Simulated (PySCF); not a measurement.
**C4H6BFO2: spin-spin couplings**

Aim: predict the spin-spin couplings of C4H6BFO2 (`OB(O)CC#CCF`).

Computed with PySCF 2.14.0, with density-fitted response routines of our own, on a single molecule in the gas phase. Atoms count from 0, in the outputs and in this text.

### 1 The starting structure

14 atoms, charge 0, multiplicity 1; geometry from: GFN2-xTB.

Bonds of the start (Å): O0–B1 1.34, B1–O2 1.36, B1–C3 1.61, C3–C4 1.45, C4–C5 1.20, C5–C6 1.45, C6–F7 1.38, O0–H8 0.96, O2–H9 0.96, C3–H10 1.09, C3–H11 1.09, C6–H12 1.10, C6–H13 1.10.

### 2 Indirect couplings: B3LYP/pcJ-1

What the job is given:

```
{"job": {"kind": "j", "xc": "B3LYP", "basis": "pcJ-1"}, "charge": 0, "multiplicity": 1}
O     -1.666935     1.438021     0.199352
B     -1.947580     0.157168     0.472179
O     -3.186694    -0.149185     0.947292
C     -0.837264    -0.980855     0.197727
C      0.518160    -0.479291     0.161767
C      1.658298    -0.107943     0.135884
C      3.013209     0.404102     0.106138
F      3.046594     1.774916     0.267111
H     -2.376870     2.055795     0.378578
H     -3.374523    -1.067083     1.133183
H     -0.896414    -1.763969     0.959748
H     -1.052020    -1.452976    -0.766244
H      3.491050     0.190722    -0.858831
H      3.610313    -0.019894     0.923976
```

Level: B3LYP/pcJ-1 indirect spin-spin coupling, non-relativistic, gas phase.

Launch:

```bash
OMP_NUM_THREADS=1 python probes_run.py task.json out
```

This one command runs all jobs of the session in turn.

What will the session give for the following? largest coupling of the table (B3LYP/pcJ-1). Wanted: largest coupling of the table.

The runs gave:

| quantity | value |
| --- | --- |
| largest coupling of the table (B3LYP/pcJ-1) | ¹J(C,F) C6–F7, -225.8 Hz |

In words: Of the pairs tabulated at B3LYP/pcJ-1, C6–F7 couples most strongly (-225.8 Hz; Fermi contact -280.5 Hz). Couplings across rotatable bonds belong to this one conformer; where others are populated, the observed values are averages.
